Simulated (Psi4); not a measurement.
# SnSe (SMILES [Se][Sn]) at M06-L/def2-TZVP (core potential)

What is the energy change on altering one bond length of SnSe at M06-L/def2-TZVP (core potential)? 

Program for the calculation: Psi4 1.11.

2 further runs of the same task are left out: 2 that didn't finish.

### Step 1. The structure to begin with

SnSe has 2 atoms, charge 0, and is taken as a singlet. SMILES: `[Se][Sn]`. The coordinates come from a PBE0-D4/def2-TZVP relaxation.

Bond lengths: Se1–Sn2 2.325 Å.

### Step 2. Energy and forces at M06-L/def2-TZVP (core potential)

calc.py reads:

```python
import psi4

psi4.set_memory('2200 MB')
psi4.set_num_threads(1)
psi4.core.set_output_file('run.log', False)

molecule = psi4.geometry("""
0 1
Se     0.00000000     0.00000000     0.01233991
Sn     0.00000000     0.00000000     4.40648227
units au
symmetry c1
""")

psi4.set_options({
    'basis': 'def2-TZVP',
    'reference': 'rks',
    'puream': True,
    'e_convergence': 1e-09,
    'd_convergence': 1e-08,
    'scf_type': 'pk',
    'dft_radial_points': 99,
    'dft_spherical_points': 590,
})

energy_value, wavefunction = psi4.gradient("m06-l", molecule=molecule, return_wfn=True)
psi4.oeprop(wavefunction, "MAYER_INDICES", "WIBERG_LOWDIN_INDICES", "DIPOLE", title="M06-L")
print('gradient / Eh bohr^-1')
print(energy_value.np.round(6))
print(f'energy = {wavefunction.energy():.10f} Eh')
for k, v in sorted(psi4.core.scalar_variables().items()):
    print(f'{k:45s} {v:18.10f}')
```

On the command line:

```console
$ python calc.py
```

run.log (excerpt; [...] marks lines left out):

```text
[...]
    !!!  WARNING: ECP capability is in beta. Please check occupations closely.  !!!
[...]
  Running in c1 symmetry.
[...]
  Nuclear repulsion =  170.226619603648885
[...]
  Multiplicity = 1
[...]
  Nalpha       = 28
  Nbeta        = 28
[...]
    Number of basis functions: 98
[...]
 WARNING: Atomic UHF is not converging! Try casting from a smaller basis or call Rob at CCMST.
   -------------------------
[...]
   @RKS iter   1: -2614.90018986237010   -2.49393e+00   2.39249e-02 DIIS/ADIIS
[...]
   @RKS iter  14: -2615.99099124499389   -4.36557e-10   7.45033e-09 DIIS
[...]
    Orbital Energies [Eh]
    ---------------------
    Doubly Occupied:
       1A   -453.148374     2A    -57.926930     3A    -51.871615
       4A    -51.871615     5A    -51.871123     6A     -7.792453
       7A     -5.678898     8A     -5.678898     9A     -5.677796
      10A     -5.026390    11A     -3.382264    12A     -3.382264
      13A     -3.372068    14A     -1.991666    15A     -1.991665
      16A     -1.990928    17A     -1.990704    18A     -1.990704
      19A     -0.985263    20A     -0.985263    21A     -0.979892
      22A     -0.978165    23A     -0.978165    24A     -0.612169
      25A     -0.394242    26A     -0.232301    27A     -0.225885
      28A     -0.225885
[...]
  @RKS Final Energy: -2615.99099124499389
   => Energetics <=
    Nuclear Repulsion Energy =            170.2266196036488850
    One-Electron Energy =               -4061.1831705562503885
    Two-Electron Energy =                1380.3279751832960756
    DFT Exchange-Correlation Energy =    -105.3624154756885503
    Empirical Dispersion Energy =           0.0000000000000000
    VV10 Nonlocal Energy =                  0.0000000000000000
    Total Energy =                      -2615.9909912449938929
[...]
  -Total Gradient:
     Atom            X                  Y                   Z
    ------   -----------------  -----------------  -----------------
       1       -0.000000000260     0.000000000152     0.007440461746
       2        0.000000000255    -0.000000000151    -0.007299571610
[...]
 Multipole Moments:
 ------------------------------------------------------------------------------------
     Multipole            Electronic (a.u.)      Nuclear  (a.u.)        Total (a.u.)
 ------------------------------------------------------------------------------------
 L = 1.  Multiply by 2.5417464519 to convert [e a0] to [Debye]
 Dipole X            :          0.0000000            0.0000000            0.0000000
 Dipole Y            :         -0.0000000            0.0000000           -0.0000000
 Dipole Z            :         52.1163565          -50.9855577            1.1307988
 Magnitude           :                                                    1.1307988
[...]
```

Standard output:

```text
gradient / Eh bohr^-1
[[-0.       0.       0.00744]
 [ 0.      -0.      -0.0073 ]]
energy = -2615.9909912450 Eh
CURRENT ENERGY                                  -2615.9909912450
CURRENT REFERENCE ENERGY                        -2615.9909912450
DD SOLVATION ENERGY                                 0.0000000000
DFT FUNCTIONAL TOTAL ENERGY                     -2615.9909912450
DFT TOTAL ENERGY                                -2615.9909912450
DFT VV10 ENERGY                                     0.0000000000
DFT XC ENERGY                                    -105.3624154757
GRID ELECTRONS ALPHA                               27.9999996013
GRID ELECTRONS BETA                                27.9999996013
GRID ELECTRONS TOTAL                               55.9999992025
NUCLEAR REPULSION ENERGY                          170.2266196036
ONE-ELECTRON ENERGY                             -4061.1831705563
PCM POLARIZATION ENERGY                             0.0000000000
PE ENERGY                                           0.0000000000
SCF ITERATION ENERGY                            -2615.9909912450
SCF ITERATIONS                                     14.0000000000
SCF TOTAL ENERGY                                -2615.9909912450
TWO-ELECTRON ENERGY                              1380.3279751833
XC GRID RADIAL POINTS                              99.0000000000
XC GRID SPHERICAL POINTS                          590.0000000000
XC GRID TOTAL POINTS                           108808.0000000000
```

Wall time 48 s (1 thread of Intel Xeon at 2.50GHz (Skylake/Cascade Lake), shared host); peak memory 1 GiB.

### Step 3. The distorted shape, same level

sesn.in reads:

```
memory 2200 MB

molecule {
  0 1
  Se     0.00000000     0.00000000    -0.64683436
  Sn     0.00000000     0.00000000     4.40648227
  units bohr
  symmetry c1
}

set puream true
set e_convergence 1e-09
set d_convergence 1e-08
set scf_type pk
set dft_radial_points 99
set dft_spherical_points 590

gradient('m06-l/def2-TZVP')
```

On the command line:

```console
$ psi4 -i sesn.in -o sesn.out -n 1
```

sesn.out (excerpt; [...] marks lines left out):

```text
[...]
    !!!  WARNING: ECP capability is in beta. Please check occupations closely.  !!!
[...]
  Running in c1 symmetry.
[...]
  Nuclear repulsion =  148.021597451335708
[...]
  Multiplicity = 1
[...]
  Nalpha       = 28
  Nbeta        = 28
[...]
    Number of basis functions: 98
[...]
 WARNING: Atomic UHF is not converging! Try casting from a smaller basis or call Rob at CCMST.
   -------------------------
[...]
   @RKS iter   1: -2614.85028873756255   -2.57046e+00   2.38734e-02 ADIIS/DIIS
[...]
   @RKS iter  17: -2615.96627641443774   -3.18323e-12   1.35497e-09 DIIS
[...]
  @RKS Final Energy: -2615.96627641443774
   => Energetics <=
    Nuclear Repulsion Energy =            148.0215974513357082
    One-Electron Energy =               -4016.6421037345317018
    Two-Electron Energy =                1357.9241735878124473
    DFT Exchange-Correlation Energy =    -105.2699437190540550
    Empirical Dispersion Energy =           0.0000000000000000
    VV10 Nonlocal Energy =                  0.0000000000000000
    Total Energy =                      -2615.9662764144377434
[...]
 Multipole Moments:
 ------------------------------------------------------------------------------------
     Multipole            Electronic (a.u.)      Nuclear  (a.u.)        Total (a.u.)
 ------------------------------------------------------------------------------------
 L = 1.  Multiply by 2.5417464519 to convert [e a0] to [Debye]
 Dipole X            :         -0.0000000            0.0000000           -0.0000000
 Dipole Y            :         -0.0000002            0.0000000           -0.0000002
 Dipole Z            :         60.2999845          -58.6340053            1.6659792
 Magnitude           :                                                    1.6659792
[...]
  -Total Gradient:
     Atom            X                  Y                   Z
    ------   -----------------  -----------------  -----------------
       1        0.000000000056     0.000000000775    -0.063686072650
       2       -0.000000000058    -0.000000000774     0.063712935612
[...]
```

It took 57 s on 1 thread of Intel Xeon at 2.50GHz (Skylake/Cascade Lake), shared host; peak memory 1 GiB.

### Step 4. Outcome

Level: M06-L/def2-TZVP (core potential).

```
                                                           quantity           value
                                          first shape: total energy  -2615.99099 Eh
                                         first shape: dipole moment          2.87 D
                                           first shape: HOMO energy        -6.15 eV
                                           first shape: LUMO energy        -2.93 eV
                                         first shape: HOMO–LUMO gap         3.21 eV
                              first shape: largest force on an atom      0.383 eV/Å
                                      distorted shape: total energy  -2615.96628 Eh
                                     distorted shape: dipole moment          4.23 D
                                       distorted shape: HOMO energy        -5.57 eV
                                       distorted shape: LUMO energy        -3.52 eV
                                     distorted shape: HOMO–LUMO gap         2.05 eV
                          distorted shape: largest force on an atom      3.276 eV/Å
energy change with the Se1–Sn2 bond stretched from 2.325 to 2.674 Å        0.673 eV
```

What this shows: With the Se1–Sn2 bond stretched from 2.325 to 2.674 Å the energy rises by 0.67 eV (15.5 kcal/mol). The first shape isn't relaxed at this level, so the change isn't measured from a minimum. The largest force (first shape) is 0.38 eV/Å: the shape isn't a stationary point for this species at this level.
